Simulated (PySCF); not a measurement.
# Ce2O4 (Ce2(O)2(O)2): the cost of one run

Program: PySCF 2.14.0. Level of theory: B3LYP, Ce lcecp-2-SVP with ECP46, O def2-SVP; scalar-relativistic core potentials, no spin–orbit coupling. These are calculated values, not measurements.

3 further runs of the same task are left out: 2 for a known fault of the program, 1 that didn't finish.

**1. Where the work starts**

6 atoms, charge 0, spin multiplicity 1.

Bond lengths: Ce1–Ce2 3.328 Å, Ce1–O3 2.140 Å, Ce1–O4 2.140 Å, Ce1–O5 1.872 Å, Ce2–O3 2.140 Å, Ce2–O4 2.140 Å, Ce2–O6 1.872 Å. Angles: Ce2–Ce1–O3 38.9°, Ce2–Ce1–O4 38.9°, Ce2–Ce1–O5 112.4°, O3–Ce1–O4 77.6°, O3–Ce1–O5 109.9°, O4–Ce1–O5 109.9°, Ce1–Ce2–O3 38.9°, Ce1–Ce2–O4 38.9°, Ce1–Ce2–O6 112.4°, O3–Ce2–O4 77.6°, O3–Ce2–O6 109.9°, O4–Ce2–O6 109.9°, Ce1–O3–Ce2 102.1°, Ce1–O4–Ce2 102.1°.

As a file:

```mol
Ce2O4
  3D, bonds by distance, orders not assigned

  6  7  0  0  0  0  0  0  0  0999 V2000
    0.0000   -0.4375    1.6639 Ce  0  0
   -0.0000   -0.4375   -1.6639 Ce  0  0
    1.3412   -0.5384   -0.0000 O   0  0
   -1.3412   -0.5384    0.0000 O   0  0
    0.0000    1.2939    2.3767 O   0  0
   -0.0000    1.2939   -2.3767 O   0  0
  1  2  8  0
  1  3  8  0
  1  4  8  0
  1  5  8  0
  2  3  8  0
  2  4  8  0
  2  6  8  0
M  END
```

Formal oxidation states: Ce +4. The 4f shell is empty and lies in the core potential. An earlier session relaxed this geometry at B3LYP, Ce lcecp-2-SVP with ECP46, O def2-SVP (singlet, point group C2v).

Its energy there is -378.068041 Eh.

**2. Atoms moved at random, σ = 0.06 Å**

run.py (the lines that set the calculation) reads:

```python
mol = gto.M(atom='''
Ce    -0.05043    -0.49014     1.57673
Ce    -0.01307    -0.43281    -1.65722
O      1.43361    -0.59228     0.05423
O     -1.32451    -0.41500    -0.07571
O     -0.02716     1.25346     2.42452
O     -0.01845     1.31268    -2.32255''',
    basis={'Ce': 'lcecp-2-SVP', 'O': 'def2-SVP'},
    ecp={'Ce': 'lcecp-2-SVP'},
    charge=0, spin=0)
mf = dft.RKS(mol, xc='B3LYP')
mf.grids.atom_grid = (50, 194)  # f atoms: unpruned, at least (60, 302)
mf = mf.density_fit()  # fitting sets: Ce AutoAux, O def2-universal-JKFIT
mf.conv_tol = 1e-08; mf.max_cycle = 55
mf.kernel(dm0)  # dm0: the density of the relaxed state
```

On the command line:

```sh
$ OMP_NUM_THREADS=2 python run.py
```

**Question.** How long does this run take on 2 threads of AMD EPYC 7R43 (Zen 3), shared host?

About 15 s.
